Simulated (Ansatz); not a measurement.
**ZrZn (Pm-3m): equation of state with a fit from a Python script**

Aim: an equation of state with a fit, for ZrZn (Pm-3m), run from a script.

Program: the Python package of Ansatz 0.2.0. Level of theory: DFT PBEsol+D4, plane waves, PAW. These are calculated values, not measurements.

### 1 The system

Symmetry: Pm-3m, No. 221, cubic system. The conventional cell has a = 3.336 Å, b = 3.336 Å, c = 3.336 Å, α = 90.00°, β = 90.00°, γ = 90.00°. Around Zr (site symmetry m-3m) lie 8 Zn at 2.89 Å. Zn (site symmetry m-3m) has 8 Zr at 2.89 Å as nearest neighbours.

The script holds or builds the structure itself.

### 2 Script

eos_zrzn.py

```python
"""Bulk modulus of ZrZn from an E(V) curve."""

import ansatz
from ase.eos import EquationOfState
from ase.units import GPa
import numpy as np

vectors0 = np.array([
    [3.336, 0.0, 0.0],
    [0.0, 3.336, 0.0],
    [0.0, 0.0, 3.336],
])
sites = [
    ("Zr", (0.5, 0.5, 0.5)),
    ("Zn", (0.0, 0.0, 0.0)),
]


def crystal_on(cell):
    crystal = ansatz.Crystal(lattice=ansatz.Lattice.of(cell))
    for symbol, position in sites:
        crystal = crystal.atom(symbol, position)
    return crystal

# scale the volume, keep shape and fractions
volumes, energies = [], []
for scale in np.linspace(0.94, 1.06, 7):
    cell = vectors0 * scale ** (1 / 3)
    base = (
        crystal_on(cell).calculation()
        .functional("pbesol", dispersion="d4")
        .accuracy("medium")
        .scf(extra_bands=16)
        .basis(320, density_ratio=4)
        .occupations(ansatz.OccupationsMethod.COLD, width=0.01)
        .kpoints(7, 7, 7)
    )
    summary = base.run(threads=1, backend="cpu").report
    volumes.append(abs(np.linalg.det(cell)) / len(sites))
    energies.append(summary["free_energy_ev"] / len(sites))
    print(f"V = {volumes[-1]:8.4f} A^3/atom  F = {energies[-1]:.5f} eV/atom")

eos = EquationOfState(volumes, energies, eos="sj")
v0, e0, bulk = eos.fit()
print(f"V0 = {v0:.4f} A^3/atom, E0 = {e0:.5f} eV/atom, B = {bulk / GPa:.1f} GPa")
eos.plot("eos.png")
```

### 3 The calls as engine input

The engine receives this input (first run):

```yaml
crystal:
  lattice:
    - [3.267899258675113, 0.0, 0.0]
    - [0.0, 3.267899258675113, 0.0]
    - [0.0, 0.0, 3.267899258675113]
  atoms:
    - { symbol: Zr, position: [0.5, 0.5, 0.5] }
    - { symbol: Zn, position: [0.0, 0.0, 0.0] }
accuracy: medium
basis:
  ecutwfc: 320.0
  ecutrho_ratio: 4
kpoints:
  mp_grid:
    grid: [7, 7, 7]
hamiltonian:
  xc: pbesol
  dispersion: d4
scf:
  n_extra_bands: 16
  occupations:
    method: cold
    width: 0.01
```

### 4 Running it

Run with:

```console
> python eos_zrzn.py
```

**Question.** Estimate the equilibrium volume and the bulk modulus.

The runs gave:

| quantity | value |
| --- | --- |
| runs compared | 7 |
| range of energy | 70.85 meV/atom |
| lowest point, volume (Å³/atom) | 17.820 |

Runs 1, 2, 3, 4, 5, 6, 7: each has a cutoff under the recommended one, so what rests on them isn't a property of the system. A third-order Birch-Murnaghan fit through the 7 points (the script's own form differs a little) has its minimum at 17.64 Å³ an atom, 5.0 % below the typed cell, with a bulk modulus of 115 GPa. From that minimum the energy rises by 0.8 meV an atom on the compressed side and 71.4 meV on the expanded side. The window is off centre, so dB/dP is rough. The cutoff lies under the one recommended for these potentials. Under the recommended cutoff a pressure can be off by several GPa, even in sign.
